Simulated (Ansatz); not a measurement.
# AlN: the cost of one run

Computed with Ansatz 0.2.0 (DFT LDA, all-electron LAPW, scalar-relativistic unless said, unless a step's input says otherwise).

1 further run of the same task is left out (it didn't finish).

## Step 1: Starting point

Symmetry: F-43m, No. 216, cubic system. The conventional cell has a = 4.342 Å, b = 4.342 Å, c = 4.342 Å, α = 90.00°, β = 90.00°, γ = 90.00°. Al (site symmetry -43m) has 4 N at 1.88 Å as nearest neighbours. N (site symmetry -43m) has 4 Al at 1.88 Å as nearest neighbours.

Coordinates:

```cif
data_structure
_symmetry_space_group_name_H-M 'P 1'
_symmetry_Int_Tables_number 1
_cell_length_a 3.0705
_cell_length_b 3.0705
_cell_length_c 3.0705
_cell_angle_alpha 60.000
_cell_angle_beta 60.000
_cell_angle_gamma 60.000
_cell_volume 20.47
loop_
_atom_site_label
_atom_site_type_symbol
_atom_site_fract_x
_atom_site_fract_y
_atom_site_fract_z
_atom_site_occupancy
Al1 Al 0.00000 0.00000 0.00000 1
N1 N 0.25000 0.25000 0.25000 1
```

Cartesian axes are those of the input's lattice vectors. The structure goes back to a database entry.

## Step 2: Reference run, fine mesh, LAPW

The input, input.yaml:

```yaml
crystal:
  lattice:
    - [0.0, 2.17114309398, 2.17114309398]
    - [2.17114309398, 0.0, 2.17114309398]
    - [2.17114309398, 2.17114309398, 0.0]
  atoms:
    - { symbol: Al, position: [0.0, 0.0, 0.0] }
    - { symbol: "N", position: [0.25, 0.25, 0.25] }
kpoints:
  mp_grid: { grid: [8, 8, 8] }
scf:
  occupations: { method: fixed }
hamiltonian:
  xc: lda
  pseudopotentials: { kind: all_electron, lapw: { basis_error: 0.001 } }
output:
  forces: true
  stress: true
  eigenvalues: true
  eigenstates:
    nscf_kmesh: { grid: [16, 16, 16] }
    de_dk: true
    e_range: [-9, 13.25238572546]
  optics:
    e_range: [0, 30]
    de: 0.2
    sigma: 0.25
    bands: { spectra_wanted_up_to: 30 }
    nscf_kmesh: { grid: [16, 16, 16] }
checkpoint:
  write: ck
  write_wavefunctions: false
```

Command:

```sh
$ ansatz run input.yaml --threads 1 --pin off --max-ram 3072MiB --backend cpu --events-out ev --progress --plain --runs-dir out
```

What time and memory should one allow on 1 thread of Arm Neoverse N1, shared host?

About 77 s, with a peak of 0.28 GiB.
